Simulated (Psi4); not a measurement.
**SiNH3ClO (SMILES [NH][SiH](O)Cl) at UHF/STO-3G**

What is the energy change on altering one bond length of SiNH3ClO at UHF/STO-3G? Input form: an ASE script.

The calculation is run with Psi4 1.11.

3 further runs of the same task are left out: 2 that didn't finish, 1 set aside as unsound or not needed.

**1. The molecule**

SiNH3ClO: 7 atoms, total charge 0, spin state doublet. SMILES: `[NH][SiH](O)Cl`. Geometry: relaxed at PBE0-D4/def2-TZVP. This is one conformer, not always the lowest.

Bond lengths: N1–Si2 1.738 Å, Si2–O3 1.624 Å, Si2–Cl4 2.056 Å, N1–H5 1.022 Å, Si2–H6 1.475 Å, O3–H7 0.960 Å. Angles: N1–Si2–O3 110.0°, N1–Si2–Cl4 103.5°, O3–Si2–Cl4 112.0°, N1–Si2–H6 116.4°, O3–Si2–H6 106.1°, Cl4–Si2–H6 109.1°, Si2–N1–H5 114.8°, Si2–O3–H7 118.0°.

**2. Energy and forces at UHF/STO-3G**

Contents of run_ase.py:

```python
import numpy as np
from ase.calculators.psi4 import Psi4
from ase import Atoms

a = Atoms(['N', 'Si', 'O', 'Cl', 'H', 'H', 'H'], positions=[
    [-0.309900, 1.111500, -0.879100],
    [-0.073900, -0.114300, 0.330400],
    [1.465600, -0.630300, 0.304800],
    [-1.390000, -1.593900, -0.221000],
    [-1.151500, 1.677300, -0.756300],
    [-0.348600, 0.280200, 1.724700],
    [1.869600, -0.798400, -0.549200],
])
calc = Psi4(atoms=a, method='hf', basis='STO-3G', memory='2200MB', num_threads=1, charge=0, multiplicity=2, label='clh3nosi', reference='uhf')
calc.psi4.set_options({'puream': True, 'e_convergence': 1e-09, 'd_convergence': 1e-08, 'scf_type': 'pk', 'maxiter': 100})
a.calc = calc

forces = a.get_forces()
print(f'energy: {a.get_potential_energy():.6f} eV')
print('forces / eV A^-1')
print(np.round(forces, 5))
```

Run with:

```bash
$ python run_ase.py
```

clh3nosi.dat:

```text
[...]
  Running in c1 symmetry.
[...]
  Nuclear repulsion =  216.933065285409384
[...]
  Multiplicity = 2
[...]
  Nalpha       = 25
  Nbeta        = 24
[...]
    Number of basis functions: 31
[...]
   @UHF iter   1:  -869.45317485549640   -2.29841e+00   1.07648e-02 ADIIS/DIIS
[...]
   @UHF iter  15:  -869.55437643865014   -2.61480e-12   8.49000e-09 DIIS
[...]
   @S^2 Observed:                7.579485478E-01
[...]
    Orbital Energies [Eh]
    ---------------------
    Alpha Occupied:
       1A   -103.630839     2A    -68.116516     3A    -20.224672
       4A    -15.302860     5A    -10.325547     6A     -7.769652
       7A     -7.763842     8A     -7.763769     9A     -6.088272
      10A     -4.114584    11A     -4.113991    12A     -4.112556
      13A     -1.283251    14A     -1.122716    15A     -1.006078
      16A     -0.700672    17A     -0.595305    18A     -0.546912
      19A     -0.514478    20A     -0.452106    21A     -0.425743
      22A     -0.409010    23A     -0.387494    24A     -0.381734
      25A     -0.367851
    Alpha Virtual:
[...]
  @UHF Final Energy:  -869.55437643865014
   => Energetics <=
    Nuclear Repulsion Energy =            216.9330652854093842
    One-Electron Energy =               -1638.6476529218416545
    Two-Electron Energy =                 552.1602111977821323
    Total Energy =                       -869.5543764386501380
  UHF NO Occupations:
  HONO-2 :   23  A 1.9986192
  HONO-1 :   24  A 1.9976507
[...]
 Multipole Moments:
 ------------------------------------------------------------------------------------
     Multipole            Electronic (a.u.)      Nuclear  (a.u.)        Total (a.u.)
 ------------------------------------------------------------------------------------
 L = 1.  Multiply by 2.5417464519 to convert [e a0] to [Debye]
 Dipole X            :         -2.0334122            2.2495956            0.2161834
 Dipole Y            :         -2.7805839            3.5833792            0.8027952
 Dipole Z            :         -0.4332898            0.7165335            0.2832437
 Magnitude           :                                                    0.8783180
[...]
  -Total Gradient:
     Atom            X                  Y                   Z
    ------   -----------------  -----------------  -----------------
       1       -0.025004873098    -0.009681253271     0.025860198818
       2        0.002221852523    -0.007424455694    -0.041938313997
       3       -0.008368647660     0.002669319334    -0.030824320555
       4        0.012216123043     0.016268179413     0.002905979445
       5        0.023550757642    -0.010185426701    -0.007840728214
       6       -0.003585782510     0.006816032951     0.026047359960
       7       -0.001029429933     0.001537603966     0.025789824539
[...]
```

On the terminal:

```text
energy: -23661.779806 eV
forces / eV A^-1
[[ 1.2858   0.49783 -1.32978]
 [-0.11425  0.38178  2.15655]
 [ 0.43033 -0.13726  1.58505]
 [-0.62818 -0.83654 -0.14943]
 [-1.21103  0.52376  0.40319]
 [ 0.18439 -0.35049 -1.33941]
 [ 0.05294 -0.07907 -1.32617]]
```

Run time: 2.4 s. Hardware: 1 thread of AMD EPYC 7R43 (Zen 3), shared host; peak memory 0.19 GiB.

**3. The distorted shape at the same level**

Contents of clh3nosi_ase.py:

```python
import numpy as np
from ase.calculators.psi4 import Psi4
from ase import Atoms

atoms = Atoms(['N', 'Si', 'O', 'Cl', 'H', 'H', 'H'], positions=[
    [0.110918, 0.828588, -0.940503],
    [0.346918, -0.397212, 0.268997],
    [1.886418, -0.913212, 0.243397],
    [-0.969182, -1.876812, -0.282403],
    [-1.151500, 1.677300, -0.756300],
    [0.072218, -0.002712, 1.663297],
    [2.290418, -1.081312, -0.610603],
])
calc = Psi4(atoms=atoms, method='scf', basis='STO-3G', memory='2200MB', num_threads=1, charge=0, multiplicity=2, label='psi4-calc', reference='uhf')
calc.psi4.set_options({'puream': True, 'e_convergence': 1e-09, 'd_convergence': 1e-08, 'scf_type': 'pk', 'maxiter': 100})
atoms.calc = calc

forces = atoms.get_forces()
print(f'energy: {atoms.get_potential_energy():.6f} eV')
print('forces / eV A^-1')
print(np.round(forces, 5))
```

Run with:

```bash
$ python clh3nosi_ase.py
```

psi4-calc.dat:

```text
[...]
  Running in c1 symmetry.
[...]
  Nuclear repulsion =  214.905615761810509
[...]
  Multiplicity = 2
[...]
  Nalpha       = 25
  Nbeta        = 24
[...]
    Number of basis functions: 31
[...]
   @UHF iter   1:  -869.33871442921247   -2.47314e+00   1.08389e-02 DIIS/ADIIS
[...]
   @UHF iter  22:  -869.44108172920562    7.95808e-13   4.89752e-09 DIIS
[...]
   @S^2 Observed:                8.640066392E-01
[...]
    Orbital Energies [Eh]
    ---------------------
    Alpha Occupied:
       1A   -103.632321     2A    -68.118021     3A    -20.232574
       4A    -15.315417     5A    -10.326871     6A     -7.771041
       7A     -7.765140     8A     -7.765082     9A     -6.090917
      10A     -4.116996    11A     -4.116379    12A     -4.115537
      13A     -1.288832    14A     -1.056530    15A     -0.997877
      16A     -0.692382    17A     -0.561331    18A     -0.522907
      19A     -0.495503    20A     -0.447756    21A     -0.407582
      22A     -0.395969    23A     -0.388349    24A     -0.384175
      25A     -0.350723
    Alpha Virtual:
[...]
  @UHF Final Energy:  -869.44108172920562
   => Energetics <=
    Nuclear Repulsion Energy =            214.9056157618105090
    One-Electron Energy =               -1634.5976554574158399
    Two-Electron Energy =                 550.2509579663995964
    Total Energy =                       -869.4410817292056208
  UHF NO Occupations:
  HONO-2 :   23  A 1.9991861
  HONO-1 :   24  A 1.9423997
[...]
 Multipole Moments:
 ------------------------------------------------------------------------------------
     Multipole            Electronic (a.u.)      Nuclear  (a.u.)        Total (a.u.)
 ------------------------------------------------------------------------------------
 L = 1.  Multiply by 2.5417464519 to convert [e a0] to [Debye]
 Dipole X            :         -1.4876004            1.8635797            0.3759793
 Dipole Y            :         -3.1479088            3.8428941            0.6949852
 Dipole Z            :         -0.5133631            0.7728584            0.2594953
 Magnitude           :                                                    0.8316867
[...]
  -Total Gradient:
     Atom            X                  Y                   Z
    ------   -----------------  -----------------  -----------------
       1        0.110143011401    -0.117436828314     0.026065640419
       2        0.010966599794     0.001583688210    -0.059318003464
       3       -0.009834070673     0.002116180412    -0.029631429032
       4        0.011587320571     0.016918718095     0.002949046669
       5       -0.116721162465     0.087110228648     0.008062289377
       6       -0.004336573450     0.007536951132     0.025797228855
       7       -0.001805125187     0.002171061815     0.026075227178
[...]
```

Standard output:

```text
energy: -23658.696900 eV
forces / eV A^-1
[[-5.66378  6.03884 -1.34035]
 [-0.56393 -0.08144  3.05025]
 [ 0.50569 -0.10882  1.52371]
 [-0.59584 -0.87    -0.15165]
 [ 6.00204 -4.47939 -0.41458]
 [ 0.223   -0.38757 -1.32655]
 [ 0.09282 -0.11164 -1.34084]]
```

Wall time 2.3 s (1 thread of AMD EPYC 7R43 (Zen 3), shared host); peak memory 0.19 GiB.

**4. Summary of results**

Level: UHF/STO-3G.

```
                                                         quantity          value
                                        first shape: total energy  -869.55438 Eh
                                       first shape: dipole moment         2.23 D
                  first shape: HOMO energy (highest over α and β)       -9.00 eV
                   first shape: LUMO energy (lowest over α and β)        6.79 eV
                                                first shape: ⟨S²⟩          0.758
                            first shape: largest force on an atom     2.193 eV/Å
                                    distorted shape: total energy  -869.44108 Eh
                                   distorted shape: dipole moment         2.11 D
              distorted shape: HOMO energy (highest over α and β)       -9.23 eV
               distorted shape: LUMO energy (lowest over α and β)        6.64 eV
                                            distorted shape: ⟨S²⟩          0.864
                        distorted shape: largest force on an atom     8.387 eV/Å
energy change with the N1–H5 bond stretched from 1.022 to 1.532 Å       3.083 eV
```

In words: With the N1–H5 bond stretched from 1.022 to 1.532 Å the energy rises by 3.08 eV (297 kJ/mol). The first shape isn't relaxed at this level, so the change isn't measured from a minimum. The minimal basis adds a large error of its own. The largest force (first shape) is 2.19 eV/Å: the shape isn't a stationary point for this species at this level. ⟨S²⟩ (distorted shape) is 0.86 where a pure doublet has 0.75: the reference is spin-contaminated.
